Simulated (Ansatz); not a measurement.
# C6H8Si: a ladder of functionals and wavefunction methods

One table from this session's results is given with a row withheld; the runs are named, their logs left out.

Method: functionals in def2-TZVPP, the program's frozen cores in correlated methods; program: Ansatz 0.2.0, Gaussian basis.

The runs, in order: LDA (SPW92), PBE-D4, revPBE-D4, BLYP-D4, r2SCAN-D4, B97M-V, PBE0-D4, B3LYP-D4, r2SCANh-D4, r2SCAN0-D4, HSE06-D4, BHLYP-D4, CAM-B3LYP-D4, LC-ωPBE, ωB97X-V, ωB97M-V, B2PLYP, PBE-QIDH; CCSD(T)/def2-SVP; MP2/def2-TZVPP; MP2/def2-QZVPP; RPA on PBE.

## Structure used throughout

The geometry comes from an earlier relaxation with PBE0-D4 in a triple-zeta def2 set; it is a stationary point, not always the lowest conformer.

15 atoms, charge 0, spin multiplicity 1.

Atoms are counted from 1 here; the program's logs count them from 0.

Bond lengths: Si1–C2 1.867 Å, Si1–H8 1.487 Å, Si1–H9 1.487 Å, Si1–H10 1.489 Å, C2–C3 1.396 Å, C2–C7 1.396 Å, C3–C4 1.386 Å, C3–H11 1.086 Å, C4–C5 1.387 Å, C4–H12 1.084 Å, C5–C6 1.387 Å, C5–H13 1.084 Å, C6–C7 1.386 Å, C6–H14 1.084 Å, C7–H15 1.086 Å. Angles: C2–Si1–H8 109.9°, C2–Si1–H9 109.8°, C2–Si1–H10 111.3°, H8–Si1–H9 109.6°, H8–Si1–H10 108.1°, H9–Si1–H10 108.1°, Si1–C2–C3 120.9°, Si1–C2–C7 120.9°, C3–C2–C7 118.2°, C2–C3–C4 121.0°, C2–C3–H11 119.9°, C4–C3–H11 119.1°, C3–C4–C5 120.0°, C3–C4–H12 119.9°, C5–C4–H12 120.1°, C4–C5–C6 119.9°, C4–C5–H13 120.1°, C6–C5–H13 120.1° and more.

Set-up of the first run:

Input file in.yaml:

```yaml
crystal:
  periodic: [false, false, false]
  atoms:
    - {symbol: Si, position_ang: [-0.316045, 0.438446, 2.405872]}
    - {symbol: C, position_ang: [-0.066153, 0.115966, 0.583861]}
    - {symbol: C, position_ang: [0.880399, -0.810530, 0.143323]}
    - {symbol: C, position_ang: [1.047380, -1.073221, -1.207759]}
    - {symbol: C, position_ang: [0.268644, -0.409446, -2.144086]}
    - {symbol: C, position_ang: [-0.674292, 0.517606, -1.725439]}
    - {symbol: C, position_ang: [-0.837715, 0.777021, -0.373325]}
    - {symbol: H, position_ang: [-0.775558, 1.837555, 2.613175]}
    - {symbol: H, position_ang: [0.959820, 0.217772, 3.137356]}
    - {symbol: H, position_ang: [-1.342036, -0.474514, 2.980286]}
    - {symbol: H, position_ang: [1.501700, -1.333164, 0.864107]}
    - {symbol: H, position_ang: [1.789012, -1.794937, -1.531174]}
    - {symbol: H, position_ang: [0.399628, -0.611670, -3.201131]}
    - {symbol: H, position_ang: [-1.281558, 1.042239, -2.454464]}
    - {symbol: H, position_ang: [-1.575226, 1.510076, -0.061202]}
basis:
  gaussian: {orbitals: def2-TZVPP}
hamiltonian: {xc: lda}
output: {orbitals: {seedname: orbitals}}
```

Command:

```
> ansatz run in.yaml --threads 4 --pin off --events-out ev --progress --plain --max-ram 11315MiB
```

Among the steps run: LDA; PBE-D4 (GGA); revPBE-D4 (GGA); BLYP-D4 (GGA); r2SCAN-D4 (meta-GGA); B97M-V (meta-GGA); B3LYP-D4 (hybrid); r2SCANh-D4 (hybrid); r2SCAN0-D4 (hybrid); HSE06-D4 (hybrid); BHLYP-D4 (hybrid); CAM-B3LYP-D4 (range-separated); LC-ωPBE (range-separated); ωB97X-V (range-separated); ωB97M-V (range-separated); B2PLYP (double hybrid); PBE-QIDH (double hybrid).

One of the session's tables, all rows but one given; the rest of the session is left out.

It belongs to the step «Frontier levels by functional». 

| functional | HOMO (eV) | gap (eV) |
| --- | --- | --- |
| LDA (SPW92) | -6.63 | 4.81 |
| PBE-D4 | -6.44 | 4.85 |
| revPBE-D4 | ? | ? |
| BLYP-D4 | -6.25 | 4.83 |
| r2SCAN-D4 | -6.62 | 5.20 |
| B97M-V | -6.62 | 5.20 |
| PBE0-D4 | -7.41 | 6.71 |
| B3LYP-D4 | -7.19 | 6.31 |
| r2SCANh-D4 | -6.99 | 5.89 |
| r2SCAN0-D4 | -7.54 | 6.92 |
| HSE06-D4 | -7.02 | 5.94 |
| BHLYP-D4 | -8.18 | 8.51 |
| CAM-B3LYP-D4 | -8.59 | 8.98 |
| LC-ωPBE | -9.90 | 11.27 |
| ωB97X-V | -9.55 | 10.91 |
| ωB97M-V | -9.48 | 10.74 |

Q: Estimate the row for revPBE-D4 from the others.

The run gave: HOMO (eV): -6.38; gap (eV): 4.87. In the column «HOMO (eV)» it lies between PBE-D4 (-6.44) and BLYP-D4 (-6.25).
